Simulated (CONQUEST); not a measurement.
**Ga3Se: equation of state with PBEsol**

The system is Ga3Se.

```
Se Ga
1.0
     4.43246    0.00000    0.00000
     0.00000    4.43246    0.00000
     0.00000    0.00000    4.43246
Se Ga
1 3
Cartesian
  0.0000 0.0000 0.0000
  0.0000 2.2162 2.2162
  2.2162 0.0000 2.2162
  2.2162 2.2162 0.0000
```

The cell comes from a database or a generator and needn't be the stable form of this composition.

| Item | Value |
| --- | --- |
| Program | CONQUEST 1.3 |
| Task | equation of state |
| Functional | PBEsol |
| Potentials or basis | PseudoDojo NC PBEsol, DZP, grid of 48 × 48 × 48 points |
| k mesh | 6 × 6 × 6 |
| Occupations | fermi-dirac, width 0.05 eV |
| Spin | no spin polarisation |
| Solver | diagonalisation |
| SCF tolerance | 1e-06 |

| Property | Result |
| --- | --- |
| Equilibrium volume | 20.36 Å³/atom (rough: see the caveat) |
| Bulk modulus | 41 GPa (rough) |

Energy against volume, from the lowest point:
```tsv
volume (Å³/atom)	energy (meV/atom)
20.465	0.00
20.900	1.77
21.335	5.48
21.771	11.91
22.206	19.94
22.642	29.34
23.077	41.34
```

All runs of the series together: 11 min on 1 thread of Intel(R) Xeon(R) Platinum 8488C (Sapphire Rapids), with other jobs on the host.

Caveat: the minimum lies outside the volumes run; the points scatter about the fit; the fit is doubtful: noisy points or a state that changes with volume; the DZP basis gives volumes some 2 % larger than converged bases do, and moduli off by several per cent; the basis of atomic orbitals isn't converged, which shifts pressures, moduli and gaps.
